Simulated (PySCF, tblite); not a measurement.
# C₄H₁₁FSi₃: geometry, infrared bands and NMR shifts

Aim: predict the infrared bands and NMR shifts of C₄H₁₁FSi₃ (`F[C@]12C[C@H](C1)[Si@@H]([SiH3])[SiH2]2`).

The runs use tblite 0.8.0 and PySCF 2.14.0, with density-fitted response routines of our own; the level of theory stands in each step. All values are computed, except where a source is named. Atoms count from 0, in the outputs and in this text.

### 1 The starting structure

19 atoms, charge 0, multiplicity 1; geometry from: force field or distance geometry start.

Bonds of the start (Å): F0–C1 1.34, C1–C2 1.56, C2–C3 1.56, C3–C4 1.57, C3–Si5 2.05, Si5–Si6 2.27, Si5–Si7 2.34, C4–C1 1.55, Si7–C1 2.07, C2–H8 1.10, C2–H9 1.09, C3–H10 1.08, C4–H11 1.10, C4–H12 1.09, Si5–H13 1.49, Si6–H14 1.48, Si6–H15 1.50, Si6–H16 1.49, Si7–H17 1.48, Si7–H18 1.49.

### 2 Geometry optimisation with GFN2-xTB

The job: settings as JSON, then the geometry in Å.

```
{"job": {"kind": "relax", "xc": "GFN2-xTB", "basis": "xTB"}, "charge": 0, "multiplicity": 1}
F     -3.008100    -0.200200     0.583500
C     -1.749700    -0.214100     0.134800
C     -1.103600     1.093700    -0.410900
C     -0.207200     0.157300    -1.280700
C     -1.437100    -0.825400    -1.257700
Si     1.227600    -0.664500    -0.075200
Si     2.666800     0.922600     0.678200
Si    -0.441900    -1.032900     1.519200
H     -1.804900     1.698400    -1.008600
H     -0.630400     1.769500     0.301700
H      0.187500     0.500500    -2.225700
H     -2.198600    -0.589400    -2.020500
H     -1.241200    -1.896700    -1.317200
H      1.794900    -1.904600    -0.687500
H      3.551500     1.391300    -0.413500
H      3.508600     0.379000     1.789700
H      1.917400     2.096500     1.201900
H     -0.316000    -0.192800     2.728900
H     -0.725500    -2.478900     1.752400
```

Command:

```console
$ OMP_NUM_THREADS=1 python probes_run.py task.json out
```

This one command runs all jobs of the session in turn.

**Question.** This job is followed by: GFN2-xTB harmonic vibrations, gas phase; GIAO PBE0/pcSseg-1 NMR shielding, non-relativistic, gas phase. Predict these results of the whole session: strongest single infrared mode (GFN2-xTB); zero-point energy (GFN2-xTB); ¹³C shifts against TMS (PBE0/pcSseg-1); ¹H shifts against TMS (PBE0/pcSseg-1, means over atoms taken as alike); ¹⁹F shifts against CFCl3 (PBE0/pcSseg-1); ²⁹Si shifts against TMS (PBE0/pcSseg-1).

The runs gave:

| quantity | value |
| --- | --- |
| strongest single infrared mode (GFN2-xTB) | 2238 cm⁻¹, 593 km/mol |
| zero-point energy (GFN2-xTB) | 81.2 kcal/mol |
| ¹³C shifts against TMS (PBE0/pcSseg-1) | 96.0, 43.4, 40.6, 7.6 ppm |
| ¹H shifts against TMS (PBE0/pcSseg-1, means over atoms taken as alike) | 4.27, 4.01, 3.88, 3.52, 2.48, 2.35, 1.93, 1.80, 1.50 ppm |
| ¹⁹F shifts against CFCl3 (PBE0/pcSseg-1) | -178.5 ppm |
| ²⁹Si shifts against TMS (PBE0/pcSseg-1) | -59.1, -77.1, -116.7 ppm |

In words: The optimisation took 63 steps and gained 0.582 eV; among the close pairs (by a distance rule), C1–Si7 changed most, from 2.073 to 1.925 Å. All 51 modes are real, so the xTB geometry is a minimum. The strongest single mode, at 2238 cm⁻¹, moves mainly H16. Unscaled tight-binding wavenumbers are off by several per cent, some by more. Its intensities can rank the bands wrongly. The most deshielded carbon is C1 (fully substituted sp3 carbon bonded to F and Si), at 96.0 ppm: pulled downfield by the heteroatom. At PBE0/pcSseg-1: The widest tensor belongs to C1: span 120 ppm, with a paramagnetic part of -161 ppm.
